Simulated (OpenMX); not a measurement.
An input for OpenMX 3.8.5 (RhN):

RhN.dat

```
System.CurrrentDirectory             ./
System.Name                          RhN
DATA.PATH                            ./DFT_DATA13
level.of.stdout                      1
level.of.fileout                     0
Species.Number                       2
<Definition.of.Atomic.Species
  Rh  Rh7.0-s3p2d1           Rh_PBE13
  N   N6.0-s2p2              N_PBE13
Definition.of.Atomic.Species>

<Hubbard.U.values
  Rh  1s 0.0 2s 0.0 3s 0.0 1p 0.0 2p 0.0 1d 1.0
  N   1s 0.0 2s 0.0 1p 0.0 2p 0.0
Hubbard.U.values>

Atoms.Number                         1
Atoms.SpeciesAndCoordinates.Unit     FRAC
<Atoms.SpeciesAndCoordinates
    1  Rh    0.0000000000    0.0000000000    0.0000000000   7.800  7.200  ex
    2  N     0.2500000000    0.2500000000    0.2500000000   2.500  2.500  off
Atoms.SpeciesAndCoordinates>

Atoms.UnitVectors.Unit               Ang
<Atoms.UnitVectors
     0.0000000000    2.4310503900    2.4310503900
     2.4310503900    0.0000000000    2.4310503900
     2.4310503900    2.4310503900    0.0000000000
Atoms.UnitVectors>

scf.XcType                           GGA-PBE
scf.SpinPolarization                 on
scf.Hubbard.U                        on
scf.Hubbard.Occupation               dual
scf.ElectronicTemperature            580.226
scf.energycutoff                     400.0
scf.maxIter                          50
scf.EigenvalueSolver                 band
scf.Kgrid                            7 7 7
scf.Mixing.Type                      rmm-diisk
scf.Init.Mixing.Weight               0.01
scf.Min.Mixing.Weight                0.001
scf.Max.Mixing.Weight                0.2
scf.Mixing.History                   40
scf.Mixing.StartPulay                15
scf.criterion                        1.0e-7
MD.Type                              nomd
```

Potentials or basis: OpenMX 2013 PBE set, Rh7.0-s3p2d1, N6.0-s2p2, grid cutoff 400 Ry.

Launch:

```bash
$ openmx RhN.dat -nt 1 > RhN.std
```

How does this run end?

The run stopped without a result. It printed:

RhN.std:

```text
*******************************************************
 Welcome to OpenMX   Ver. 3.8.5
 Copyright (C), 2002-2014, T. Ozaki
 OpenMX comes with ABSOLUTELY NO WARRANTY.
 This is free software, and you are welcome to
 redistribute it under the constitution of the GNU-GPL.
*******************************************************

Format error for Atoms.SpeciesAndCoordinates
Automatic determination of Kerker_factor:   0.422135912799
errors in the inputfile
```
